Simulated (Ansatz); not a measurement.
2 structures of VOs: a ranking of polymorphs by energy, run with Ansatz 0.2.0, Python API.

`run_polymorphs.py`:
```python
"""Relative energies of VOs phases, after relaxing cells and atoms."""

import warnings

import ansatz
import numpy as np
import spglib
from tabulate import tabulate

PHASES = {
    "Pm-3m": (
        [(3.01657, 0.0, 0.0), (0.0, 3.01657, 0.0), (0.0, 0.0, 3.01657)],
        [
            ("V", (0.0, 0.0, 0.0)),
            ("Os", (0.5, 0.5, 0.5)),
        ],
    ),
    "P-6m2": (
        [(2.76341, 0.0, 0.0), (-1.38171, 2.39318, 0.0), (0.0, 0.0, 4.25802)],
        [
            ("V", (2 / 3, 1 / 3, 0.0)),
            ("Os", (0.0, 0.0, 0.5)),
        ],
    ),
}
MOMENTS = {"V": 1.5}  # parallel starting moments in muB


def build(vectors, sites):
    crystal = ansatz.Crystal(lattice=ansatz.Lattice.of(vectors))
    for symbol, position in sites:
        crystal = crystal.atom(symbol, position)
    return crystal


def compute(name, crystal):
    calc = crystal.calculation()
    calc = calc.functional("pbesol")
    calc = calc.basis(18 * ansatz.Ha)
    calc = calc.kpoints(spacing=0.27).occupations("cold", width=0.1)
    calc = calc.spin("collinear")
    calc = calc.stress().band_table()
    calc = calc.relax(force_tolerance=0.01, cell=True)
    return calc.run(threads=1)


def volume_per_atom(outcome):
    return abs(np.linalg.det(outcome.lattice.cell_ang)) / len(outcome.lattice.sites)


def space_group(outcome):
    sites = outcome.report["lattice"]["sites"]
    kinds = sorted({site["symbol"] for site in sites})
    cell = (outcome.lattice.cell_ang, [site["position_frac"] for site in sites], [kinds.index(site["symbol"]) for site in sites])
    return spglib.get_spacegroup(cell, symprec=0.01)

warnings.simplefilter("ignore", ansatz.DeckWarning)

phases = {name: build(*cell) for name, cell in PHASES.items()}
for name in ["Pm-3m", "P-6m2"]:
    phases[name] = phases[name].moments({e: m for e, m in MOMENTS.items() if e in phases[name].species()})

done = {}
for name, crystal in phases.items():
    try:
        done[name] = compute(name, crystal)
    except ansatz.NonConvergedError as error:
        print(name, "did not converge:", str(error)[:120])

energy = {name: o.report["energy_sigma0_ev"] / len(o.lattice.sites) for name, o in done.items()}
lowest = min(energy.values())
rows = [(name, len(o.lattice.sites), 1000 * (energy[name] - lowest), volume_per_atom(o), space_group(o), abs(o.report["magnetization_mub"]) / len(o.lattice.sites)) for name, o in done.items()]
rows.sort(key=lambda row: row[2])
print(tabulate(rows, headers=["phase", "atoms", "dE (meV/atom)", "V (A^3/atom)", "space group", "M (muB/atom)"], floatfmt=".4f", tablefmt="plain"))
```

Which of these structures comes out lowest, and how far apart are they?

By space group at the end of each run: Pm-3m (+0 meV an atom, 13.3 Å³) and P-6m2 (+243 meV an atom, 13.6 Å³).

The run itself:

`python run_polymorphs.py` gives:
```text
RunWarning: the starting moments were not kept: the SCF closed with an absolute magnetisation of 1.0e-1 μB, where they sum to 1.5 μB in size (1 site). That is at most 0.1 of that sum. The system's [...]
phase      atoms    dE (meV/atom)    V (A^3/atom)  space group      M (muB/atom)
Pm-3m          2           0.0000         13.3290  Pm-3m (221)            0.0397
P-6m2          2         242.9705         13.5667  P-6m2 (187)            0.1456
```
(Warnings from the package without file and line, shortened, repeats left out.)

Caveats:
- The SCF didn't keep the moments it started from (some shrank, vanished or turned); what is printed is the state reached.
- For the metals among these phases the mesh is modest: differences between phases can be off by up to 40 meV an atom.
- Spin-orbit coupling, which matters for elements this heavy, is left out.
- The cells come from databases of deposited and of computed structures, and not all need be stable phases.
- The ranking holds among these structures alone, at zero temperature; the ground state may be another structure. Magnetic phases start from parallel moments and may not end in their lowest magnetic state. Differences under about 40 meV an atom lie within the error of mesh and functional.
- The script silences the warnings on its input, which a real study should read.
- Run time: 95 s on 1 thread of Arm Neoverse V2 (shared host), peak memory 0.48 GiB.

(Lines on the test bed's own set-up are left out of the output.)
